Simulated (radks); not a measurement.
# Sn⁴⁺ in [Kr] 4d10: an all-electron calculation

The task here is to estimate one member of a computed series from the others.

Method: non-relativistic Kohn-Sham, PBEsol, spin-unpolarised, spherical densities, point nucleus. Code: radks (a radial shooting solver on a logarithmic mesh, Libxc functionals) version 1.

## The atom as given

| Quantity | Value |
| --- | --- |
| element | tin (Z = 50) |
| charge | +4 |
| electrons | 46 |
| configuration | [Kr] 4d10 |

The outer shells:

Sn⁴⁺
```
[Kr] core
4d [↑↓][↑↓][↑↓][↑↓][↑↓]
```

Set-up of the first run:

Input:

```text
Z 50
configuration [Kr] 4d10 5s0 5p0
relativity non-relativistic
functional pbe_sol,pbe_sol
spin unpolarised
nucleus point
```

One table of the session follows, with a row left open; its other results are not shown here.

It belongs to the step «Radial structure». From the orbitals of this run (lengths in bohr):

| level | <r> | outermost maximum (interpolated) | 90 % within | nodes |
| --- | --- | --- | --- | --- |
| 1s | 0.03043 | 0.0202 | 0.0541 | 0 |
| 2s | 0.1315 | 0.112 | 0.202 | 1 |
| 2p | 0.1121 | 0.0873 | 0.182 | 0 |
| 3s | ? | ? | ? | ? |
| 3p | 0.3437 | 0.307 | 0.515 | 1 |
| 3d | 0.3147 | 0.252 | 0.495 | 0 |
| 4s | 0.8480 | 0.772 | 1.23 | 3 |
| 4p | 0.8964 | 0.800 | 1.32 | 2 |
| 4d | 1.062 | 0.880 | 1.63 | 1 |
| 5s | 2.096 | 1.91 | 2.99 | 4 |
| 5p | 2.356 | 2.14 | 3.38 | 3 |

**Question.** Estimate the row for 3s.

As computed: <r>: 0.3528; outermost maximum (interpolated): 0.320; 90 % within: 0.518; nodes: 2. In the column «<r>» it lies between 3p (0.3437) and 4s (0.8480).

Caveats from the session: Relativity is left out here, which matters for elements this heavy.
